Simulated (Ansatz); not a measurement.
# BGeHCl (quartet): the correlation ladder at distance B2–Ge3 = 2.201 Å, cc-pVDZ

The task here is to estimate one member of a computed series from the others.

Computed with Ansatz 0.2.0, Gaussian basis. Level: cc-pVDZ, core rule «outside noble gas», up to 20 orbitals frozen.

The runs, in order: UHF; CCSD(T) on ROHF; CCSD(T) on UHF; BCCD(T) on ROHF; CISD; CCSDT(Q) on ROHF; CCSDT(Q) on UHF; CASSCF and MRCISD+Q, 5 electrons in 5 orbitals; CASSCF and NEVPT2, 5 electrons in 5 orbitals.

23 further runs of the same task are left out: 1 for a mislabelled method, 18 that didn't finish, 4 set aside as unsound or not needed.

## What is computed

The geometry derives from a PBE0/def2-TZVP stationary point (not a proven minimum). One bond is set to the value named and the two fragments are kept rigid. No spin-orbit coupling is included. The filled d shell of Ge may be among the frozen orbitals whatever the setting's name suggests; the logs give the count.

4 atoms, charge 0, spin multiplicity 4.

Atoms are counted from 1 here; the program's logs count them from 0.

Bond lengths: Cl1–B2 1.724 Å, B2–Ge3 2.201 Å, Ge3–H4 1.547 Å. Angles: Cl1–B2–Ge3 123.1°, B2–Ge3–H4 123.1°.

Geometry (Å):

```xyz
4
BClGeH
Cl    0.00000   -0.05020    2.26823
B     0.00000    0.84320    0.79335
Ge    0.00000   -0.11060   -1.19025
H     0.00000    0.69216   -2.51264
```

The first run:

Input file in.yaml:

```yaml
crystal:
  periodic: [false, false, false]
  atoms:
    - {symbol: Cl, position_ang: [0.000000, -0.050198, 2.268231]}
    - {symbol: B, position_ang: [0.000000, 0.843198, 0.793349]}
    - {symbol: Ge, position_ang: [0.000000, -0.110597, -1.190252]}
    - {symbol: H, position_ang: [0.000000, 0.692156, -2.512636]}
basis:
  gaussian: {orbitals: cc-pVDZ}
magnetization: {spin_polarized: true, initial_magnetization: 3}
hamiltonian: {xc: hf}
output: {orbitals: {seedname: orbitals}}
```

Started as:

```
$ ansatz run in.yaml --threads 1 --pin off --events-out ev --progress --plain --max-ram 2393MiB
```

Among the steps run: UHF; CCSD(T) on ROHF; CCSD(T) on UHF; BCCD(T) on ROHF; CISD; CCSDT(Q) on ROHF; CCSDT(Q) on UHF; CASSCF and MRCISD+Q, 5 electrons in 5 orbitals; CASSCF and NEVPT2, 5 electrons in 5 orbitals.

One of the session's tables, all rows but one given; the rest of the session is left out.

It belongs to the step «Misses and costs». 

| method | from UCCSDT(Q) (kcal/mol) |
| --- | --- |
| ROHF | +189.86 |
| UHF | +187.77 |
| RMP2 | +30.23 |
| UMP2 | +30.02 |
| CISD | +25.44 |
| RCCSD | +7.44 |
| UCCSD | +7.19 |
| RCCSD(T) | +1.61 |
| UCCSD(T) | +1.39 |
| BCCD(T) | +1.54 |
| RCCSDT | +0.64 |
| UCCSDT | +0.41 |
| RCCSDT(Q) | +0.29 |
| UCCSDT(Q) | 0 |
| CASSCF pair | +180.23 |
| NEVPT2 pair | +31.85 |
| MRCISD pair | +23.75 |
| MRCISD+Q pair | ? |

Q: Estimate the row for MRCISD+Q pair from the others.

As computed: from UCCSDT(Q) (kcal/mol): +4.50. In the column «from UCCSDT(Q) (kcal/mol)» it lies between RCCSD(T) (+1.61) and UCCSD (+7.19).

Limits of these values: Restricted and unrestricted rows rest on different reference determinants; where their highest levels disagree by more than a few hundredths of an eV, they describe different states and don't form one ladder.
